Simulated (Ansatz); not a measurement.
# ZnH3O+ (SMILES [OH2+][ZnH]): single points off equilibrium

The task here is to estimate one member of a computed series from the others.

Program: Ansatz 0.2.0, Gaussian basis. Level of theory: single points in def2-TZVPP. These are calculated values, not measurements.

Cores are frozen in the correlated methods. The 3s and 3p shells of Cu and Zn are frozen; filled d shells are correlated.

### The system as given

SMILES `[OH2+][ZnH]`, 5 atoms, charge 1, spin multiplicity 1.

Atoms are counted from 1 here; the program's logs count them from 0.

Bond lengths: O1–Zn2 1.874 Å, O1–H3 0.961 Å, O1–H4 0.962 Å, Zn2–H5 1.660 Å. Angles: Zn2–O1–H3 114.5°, Zn2–O1–H4 129.2°, H3–O1–H4 113.8°, O1–Zn2–H5 176.9°.

As a file:

```xyz
5

O    -0.34955   -0.70153    0.12758
Zn    0.49928    0.94471   -0.15858
H    -1.24679   -0.63477    0.46388
H    -0.13067   -1.56875   -0.22762
H     1.28313    2.39830   -0.32749
```

Set-up of the first run:

run/in.yaml reads:

```yaml
crystal:
  periodic: [false, false, false]
  atoms:
    - {symbol: O, position_ang: [-0.349546, -0.701527, 0.127581]}
    - {symbol: Zn, position_ang: [0.499279, 0.944707, -0.158581]}
    - {symbol: H, position_ang: [-1.246789, -0.634769, 0.463876]}
    - {symbol: H, position_ang: [-0.130665, -1.568753, -0.227624]}
    - {symbol: H, position_ang: [1.283127, 2.398299, -0.327489]}
basis:
  gaussian: {orbitals: def2-TZVPP}
total_charge: 1
hamiltonian: {xc: pbe, dispersion: d4}
output: {forces: true}
```

The run is started by

```sh
ansatz run in.yaml --threads 2 --pin off --events-out ev --progress --plain --max-ram 3481MiB
```

Among the steps run: PBE-D4/def2-TZVPP; r2SCAN-D4/def2-TZVPP; PBE0-D4/def2-TZVPP; wB97M-V/def2-TZVPP; CCSD(T)/def2-TZVPP.

One table of the session follows, with a row left open; its other results are not shown here.

```
   method  RMS force component (eV/Å)  angle to CCSD(T) forces (°)
   PBE-D4                           ?                            ?
r2SCAN-D4                       0.885                          4.5
  PBE0-D4                       0.859                          2.4
  wB97M-V                       0.921                          3.2
  CCSD(T)                       0.875                    reference
```

Estimate the missing values for PBE-D4.

As computed: RMS force component (eV/Å): 0.898; angle to CCSD(T) forces (°): 13.1. In the column «RMS force component (eV/Å)» it lies between r2SCAN-D4 (0.885) and wB97M-V (0.921).
